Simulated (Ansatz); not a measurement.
# BaHfRe3B: the cost of one run

Computed with Ansatz 0.2.0 (DFT PBE, scalar-relativistic, plane waves, PAW, unless a step names another level, unless a step's input says otherwise).

## Step 1: The starting structure

Symmetry: P4mm, No. 99, tetragonal system. The conventional cell has a = 4.249 Å, b = 4.249 Å, c = 6.449 Å, α = 90.00°, β = 90.00°, γ = 90.00°. Ba (site symmetry 4mm) is surrounded by 2 B at 3.04 to 3.41 Å and 8 Re at 3.33 to 3.58 Å and 4 Hf at 3.46 Å. Hf (site symmetry 4mm) is surrounded by 6 Re at 2.82 to 3.29 Å and 4 B at 3.28 Å. Re (site symmetry 2mm) has 2 B at 2.19 Å as nearest neighbours. Around Re (site symmetry 4mm) lie 4 Re at 2.57 Å. B (site symmetry 4mm) is surrounded by 4 Re at 2.19 Å and 1 Ba at 3.04 Å.

Structure file:

```cif
data_structure
_symmetry_space_group_name_H-M 'P 1'
_symmetry_Int_Tables_number 1
_cell_length_a 4.2492
_cell_length_b 4.2492
_cell_length_c 6.4490
_cell_angle_alpha 90.000
_cell_angle_beta 90.000
_cell_angle_gamma 90.000
_cell_volume 116.44
loop_
_atom_site_label
_atom_site_type_symbol
_atom_site_fract_x
_atom_site_fract_y
_atom_site_fract_z
_atom_site_occupancy
Ba1 Ba 0.00000 0.00000 0.53885 1
Hf1 Hf 0.50000 0.50000 0.27196 1
Re1 Re 0.00000 0.50000 0.98519 1
Re2 Re 0.50000 0.00000 0.98519 1
Re3 Re 0.50000 0.50000 0.76209 1
B1 B 0.00000 0.00000 0.06714 1
```

It came out lowest among 19 distinct ends of the trial cells. At a tolerance of 0.05 Å it has space group P4mm (No. 99).

## Step 2: A stricter relaxation, on the response runs' mesh and smearing

File input.yaml:

```yaml
crystal:
  lattice:
    - [4.2491719876, 0.0, 0.0]
    - [0.0, 4.2491719876, 0.0]
    - [0.0, 0.0, 6.4490039281]
  atoms:
    - { symbol: Ba, position: [0.0, 0.0, 0.5388488179] }
    - { symbol: Hf, position: [0.5, 0.5, 0.2719588094] }
    - { symbol: Re, position: [0.0, 0.5, 0.9851902949] }
    - { symbol: Re, position: [0.5, 0.0, 0.9851902949] }
    - { symbol: Re, position: [0.5, 0.5, 0.7620877543] }
    - { symbol: B, position: [0.0, 0.0, 0.0671410487] }
basis:
  ecutwfc: 420
kpoints:
  mp_grid: { grid: [8, 8, 6] }
hamiltonian:
  xc: pbe
scf:
  occupations: { method: gaussian, width: 0.1 }
output:
  forces: true
  stress: true
  eigenvalues: true
relax:
  adjacent_minimum: "off"
  f_tol: 0.001
  max_steps: 60
  cell: { stress_tol: 0.01 }
```

Run with:

```sh
ansatz run input.yaml --threads 3 --pin off --max-ram 7680MiB --backend cpu --events-out ev --progress --plain --runs-dir out
```

**Question.** How long does this run take on 3 threads of Intel Xeon 6975P-C (Granite Rapids), shared host, and how much memory does it need?

About 31 s, with a peak of 0.67 GiB.
